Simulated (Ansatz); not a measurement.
# TaN: the cost of one run

Program: Ansatz 0.2.0. Level of theory: DFT PBEsol+U (U_eff = 4 eV on Ta d), plane waves, PAW, no spin–orbit coupling unless a run says so. These are calculated values, not measurements.

## 1. Starting point

Symmetry: P6/mmm, No. 191, hexagonal system. The conventional cell has a = 5.185 Å, b = 5.185 Å, c = 2.908 Å, α = 90.00°, β = 90.00°, γ = 120.00°. Ta (site symmetry 6/mmm) is surrounded by 6 N at 2.59 Å and 2 Ta at 2.91 Å. Ta (site symmetry -6m2) has 6 N at 2.09 Å as nearest neighbours. N (site symmetry mmm) is surrounded by 6 Ta at 2.09 to 2.59 Å.

As a file:

```
Ta N
1.0
     5.18500    0.00000    0.00000
    -2.59250    4.49034    0.00000
     0.00000    0.00000    2.90800
Ta N
3 3
Cartesian
  0.0000 0.0000 0.0000
  0.0000 2.9936 1.4540
  2.5925 1.4968 1.4540
  2.5925 0.0000 0.0000
  1.2963 2.2452 0.0000
  -1.2963 2.2452 0.0000
```

An earlier series on this cell reached its lowest free state from «total moment held at first, then free, 3.00 μB per cell», perhaps among other starts (it ended without moments).

## 2. Total moment locked, 5.40 μB per cell

Contents of input.yaml:

```yaml
crystal:
  lattice:
    - [5.1850002, 0.0, 0.0]
    - [-2.5925001, 4.49034189, 0.0]
    - [0.0, 0.0, 2.90800053]
  atoms:
    - { symbol: Ta, position: [0.0, 0.0, 0.0], spin: 1.8 }
    - { symbol: Ta, position: [0.3333333333, 0.6666666667, 0.5], spin: 1.8 }
    - { symbol: Ta, position: [0.6666666667, 0.3333333333, 0.5], spin: 1.8 }
    - { symbol: "N", position: [0.5, 0.0, 0.0] }
    - { symbol: "N", position: [0.5, 0.5, 0.0] }
    - { symbol: "N", position: [0.0, 0.5, 0.0] }
basis:
  ecutwfc: 420
  ecutrho_ratio: 4
kpoints:
  mp_grid: { grid: [4, 4, 7] }
hamiltonian:
  xc: pbesol
  hubbard:
    sites:
      - { site: 0, l: d, u_eff: 4.0, starting_ns: [{ spin: up, occupation_matrix: s0up }, { spin: down, occupation_matrix: s0down }] }
      - { site: 1, l: d, u_eff: 4.0, starting_ns: [{ spin: up, occupation_matrix: s1up }, { spin: down, occupation_matrix: s1down }] }
      - { site: 2, l: d, u_eff: 4.0, starting_ns: [{ spin: up, occupation_matrix: s2up }, { spin: down, occupation_matrix: s2down }] }
    occupation_matrices:
      s0up:
        matrix:
          - [0.02, 0.0, 0.0, 0.0, 0.0]
          - [0.0, 0.97, 0.0, 0.0, 0.0]
          - [0.0, 0.0, 0.97, 0.0, 0.0]
          - [0.0, 0.0, 0.0, 0.02, 0.0]
          - [0.0, 0.0, 0.0, 0.0, 0.02]
      s0down:
        matrix:
          - [0.02, 0.0, 0.0, 0.0, 0.0]
          - [0.0, 0.02, 0.0, 0.0, 0.0]
          - [0.0, 0.0, 0.02, 0.0, 0.0]
          - [0.0, 0.0, 0.0, 0.02, 0.0]
          - [0.0, 0.0, 0.0, 0.0, 0.02]
      s1up:
        matrix:
          - [0.97, 0.0, 0.0, 0.0, 0.0]
          - [0.0, 0.02, 0.0, 0.0, 0.0]
          - [0.0, 0.0, 0.02, 0.0, 0.0]
          - [0.0, 0.0, 0.0, 0.02, 0.0]
          - [0.0, 0.0, 0.0, 0.0, 0.97]
      s1down:
        matrix:
          - [0.02, 0.0, 0.0, 0.0, 0.0]
          - [0.0, 0.02, 0.0, 0.0, 0.0]
          - [0.0, 0.0, 0.02, 0.0, 0.0]
          - [0.0, 0.0, 0.0, 0.02, 0.0]
          - [0.0, 0.0, 0.0, 0.0, 0.02]
      s2up:
        matrix:
          - [0.97, 0.0, 0.0, 0.0, 0.0]
          - [0.0, 0.02, 0.0, 0.0, 0.0]
          - [0.0, 0.0, 0.02, 0.0, 0.0]
          - [0.0, 0.0, 0.0, 0.02, 0.0]
          - [0.0, 0.0, 0.0, 0.0, 0.97]
      s2down:
        matrix:
          - [0.02, 0.0, 0.0, 0.0, 0.0]
          - [0.0, 0.02, 0.0, 0.0, 0.0]
          - [0.0, 0.0, 0.02, 0.0, 0.0]
          - [0.0, 0.0, 0.0, 0.02, 0.0]
          - [0.0, 0.0, 0.0, 0.0, 0.02]
    ns_hold: { iters: 8 }
scf:
  occupations: { method: gaussian, width: 0.05 }
  lower_state_search: "off"
  max_iter: 150
output:
  forces: true
  stress: true
  eigenvalues: true
  populations: true
  hubbard: { sites: [{ site: 0, l: d }, { site: 1, l: d }, { site: 2, l: d }] }
magnetization:
  spin_polarized: true
  initial_magnetization: 5.4
  spin_locking: { lock_magnetization: hard }
```

The typed matrices put 0.97 on the chosen orbitals and 0.02 on the others, and are held for 8 cycles. The lock stays on to the end, so the result is a constrained state.

On the command line:

```
ansatz run input.yaml --threads 4 --pin off --max-ram 6144MiB --backend cpu --events-out ev --progress --plain --runs-dir out
```

**Question.** How long does this run take on 4 threads of Arm Neoverse V1, shared host, and how much memory does it need?

About 11 s, with a peak of 0.49 GiB.
